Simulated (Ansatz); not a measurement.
# ClF4HHf: the cost of one run

All numbers below are computed with Ansatz 0.2.0 (RKS B3LYP/def2-SVP).

### 1 The structure to begin with

Bond lengths: Hf1–F2 2.330 Å, Hf1–F3 1.980 Å, Hf1–F4 1.979 Å, Hf1–F5 1.979 Å, Hf1–Cl6 2.820 Å. Angles: F2–Hf1–F3 109.4°, F2–Hf1–F4 109.5°, F2–Hf1–F5 109.5°, F2–Hf1–Cl6 71.6°, F3–Hf1–F4 109.5°, F3–Hf1–F5 109.5°, F3–Hf1–Cl6 178.9°, F4–Hf1–F5 109.5°, F4–Hf1–Cl6 70.0°, F5–Hf1–Cl6 70.0°.

Structure file:

```xyz
7

Hf    0.0000    0.0000    0.0000
F     0.0000    0.0000    2.3300
F     1.8671    0.0000   -0.6593
F    -0.9326    1.6157   -0.6593
F    -0.9326   -1.6157   -0.6593
Cl   -2.6761    0.0000    0.8892
H    -1.3106    0.0000    2.1347
```

### 2 Pulling towards end A

Springs on the bonds that form and break draw the guess towards this end; the thresholds are loose.

Input file input.yaml:

```yaml
crystal:
  periodic: [false, false, false]
  atoms:
    - { symbol: Hf, position_ang: [0.0, 0.0, 0.0] }
    - { symbol: F, position_ang: [0.0, 0.0, 2.33] }
    - { symbol: F, position_ang: [1.8671, 0.0, -0.6593] }
    - { symbol: F, position_ang: [-0.9326, 1.6157, -0.6593] }
    - { symbol: F, position_ang: [-0.9326, -1.6157, -0.6593] }
    - { symbol: Cl, position_ang: [-2.6761, 0.0, 0.8892] }
    - { symbol: H, position_ang: [-1.3106, 0.0, 2.1347] }
basis:
  gaussian: { orbitals: def2-SVP }
hamiltonian:
  xc: b3lyp
relax:
  f_tol: 0.15
  max_steps: 25
  restrain:
    - { distance: [0, 5], at: 3.72, k: 30.0 }
    - { distance: [6, 1], at: 2.12, k: 30.0 }
    - { distance: [0, 1], at: 1.98, k: 30.0 }
    - { distance: [6, 5], at: 1.37, k: 30.0 }
```

Command:

```console
ansatz run input.yaml --threads 2 --pin off --max-ram 3072MiB --backend cpu --events-out ev --progress --plain --runs-dir out
```

What time and memory should one allow on 2 threads of Arm Neoverse V2, shared host?

About 37 s, with a peak of 0.26 GiB.
